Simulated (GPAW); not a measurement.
Set up this calculation in GPAW 26.7.0, as an ASE script.

* Task: single point
* Functional: TB-mBJ
* Potentials or basis: GPAW PAW data sets for LDA (gpaw-data 1.2.1)
* Cutoff: 600 eV
* Basis: pw
* k mesh: 6 × 6 × 4
* Occupations: fermi-dirac, width 0.05 eV
* Spin: no spin polarisation
* Maxiter: 150

Crystal: InSe2.

```
In Se
1.0
     3.89489    0.00000    0.00000
     0.00000    3.89489    0.00000
     0.00000    0.00000    9.62623
In Se
2 4
Direct
  0.50000 0.00000 0.29353
  0.00000 0.50000 0.70647
  0.50000 0.50000 0.00000
  0.00000 0.00000 0.00000
  0.50000 0.00000 0.63379
  0.00000 0.50000 0.36621
```

The cell comes from a database or a generator and needn't be the stable form of this composition.

These files were run (other wordings do the same):

run.py

```python
from ase import Atoms
from ase.dft.bandgap import bandgap
from ase.io import write
from gpaw import GPAW, PW

atoms = Atoms(['In', 'In', 'Se', 'Se', 'Se', 'Se'],
              cell=[[3.894893, 0.0, 0.0],
                    [0.0, 3.894893, 0.0],
                    [0.0, 0.0, 9.626231]],
              scaled_positions=[[0.5, 0.0, 0.293532],
                                [0.0, 0.5, 0.706468],
                                [0.5, 0.5, 0.0],
                                [0.0, 0.0, 0.0],
                                [0.5, 0.0, 0.633788],
                                [0.0, 0.5, 0.366212]],
              pbc=True)

calc = GPAW(mode=PW(600),
            xc='TB09',
            kpts={'size': (6, 6, 4), 'gamma': True},
            occupations={'name': 'fermi-dirac', 'width': 0.05},
            nbands=42,
            convergence={'density': 1e-05, 'energy': 1e-05},
            eigensolver='cg',
            maxiter=150,
            txt='gpaw.txt')
atoms.calc = calc
energy = atoms.get_potential_energy()
calc.write('gs.gpw')
write('result.traj', atoms)
print('Fermi level:', round(calc.get_fermi_level(), 4), 'eV')
print(f'Gap: {bandgap(calc)[0]:.4f} eV, direct: {bandgap(calc, direct=True)[0]:.4f} eV')
```

Potentials or basis: GPAW PAW data sets for LDA (gpaw-data 1.2.1), pw.

Command:

```sh
$ OMP_NUM_THREADS=1 python run.py
```

Results of the run:

```json
{
  "Band gap on the k mesh": "none (metal or under the smearing width)"
}
```

Caveat: a model potential gives levels but no total energy.

Run time: 7.1 min on 1 thread of Arm Neoverse V2, with other jobs on the host, peak memory 0.46 GiB.
